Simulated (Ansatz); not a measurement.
# C₂ClF₃O: basis-set convergence

An exercise on one series of results from a longer session: the logs are not shown, and one member is left open.

Computed with Ansatz 0.2.0, Gaussian basis. Level: one geometry, several basis sets.

Levels to be run: PBE0-D4/def2-SVP; ωB97M-V/def2-SVP; PBE0-D4/def2-QZVPP; ωB97M-V/def2-QZVPP; CCSD(T)/cc-pV(D+d)Z; CCSD(T)/cc-pV(T+d)Z; MP2/cc-pV(Q+d)Z; the functionals' def2-TZVPP values are taken from earlier runs.

## Structure used throughout

All runs share one geometry, relaxed beforehand with PBE0-D4 in a triple-zeta def2 set.

SMILES `O=C(Cl)C(F)(F)F`, 7 atoms, charge 0, spin multiplicity 1.

Atoms are counted from 1 here; the program's logs count them from 0.

Bond lengths: O1–C2 1.176 Å, C2–Cl3 1.743 Å, C2–C4 1.550 Å, C4–F5 1.320 Å, C4–F6 1.329 Å, C4–F7 1.328 Å. Angles: O1–C2–Cl3 124.4°, O1–C2–C4 123.6°, Cl3–C2–C4 111.9°, C2–C4–F5 109.8°, C2–C4–F6 110.1°, C2–C4–F7 110.1°, F5–C4–F6 109.0°, F5–C4–F7 109.0°, F6–C4–F7 108.8°.

Geometry (Å):

```xyz
7
C2ClF3O
O     1.28052   -1.25963    0.55662
C     0.21925   -0.80903    0.32418
Cl   -1.28506   -1.65481    0.56773
C    -0.00344    0.61774   -0.23863
F     1.15981    1.21794   -0.40848
F    -0.73901    1.33236    0.60587
F    -0.63208    0.55543   -1.40729
```

The first run:

The input, in.yaml:

```yaml
crystal:
  periodic: [false, false, false]
  atoms:
    - {symbol: O, position_ang: [1.280521, -1.259632, 0.556621]}
    - {symbol: C, position_ang: [0.219249, -0.809026, 0.324178]}
    - {symbol: Cl, position_ang: [-1.285059, -1.654812, 0.567729]}
    - {symbol: C, position_ang: [-0.003435, 0.617736, -0.238630]}
    - {symbol: F, position_ang: [1.159807, 1.217943, -0.408480]}
    - {symbol: F, position_ang: [-0.739008, 1.332357, 0.605873]}
    - {symbol: F, position_ang: [-0.632076, 0.555434, -1.407292]}
basis:
  gaussian: {orbitals: def2-SVP}
hamiltonian: {xc: pbe0, dispersion: d4}
output: {orbitals: {seedname: orbitals}}
```

The run is started by

```sh
> ansatz run in.yaml --threads 2 --pin off --events-out ev --progress --plain --max-ram 32768MiB --backend cpu
```

Among the steps run: PBE0-D4 in def2-SVP; ωB97M-V in def2-SVP; PBE0-D4 in def2-QZVPP; ωB97M-V in def2-QZVPP.

One table of the session follows, with a row left open; its other results are not shown here.

It belongs to the step «Density functionals: the series». 

| functional | basis | HOMO (eV) | LUMO (eV) |
| --- | --- | --- | --- |
| PBE0-D4 | def2-SVP | ? | ? |
| PBE0-D4 | def2-TZVPP | -9.50 | -2.24 |
| PBE0-D4 | def2-QZVPP | -9.54 | -2.30 |
| ωB97M-V | def2-SVP | -11.66 | 0.38 |
| ωB97M-V | def2-TZVPP | -11.80 | 0.14 |
| ωB97M-V | def2-QZVPP | -11.85 | 0.06 |

**Question.** Estimate the row for PBE0-D4, def2-SVP.

**Answer.** HOMO (eV): -9.40; LUMO (eV): -2.07. In the column «HOMO (eV)» it is the highest.
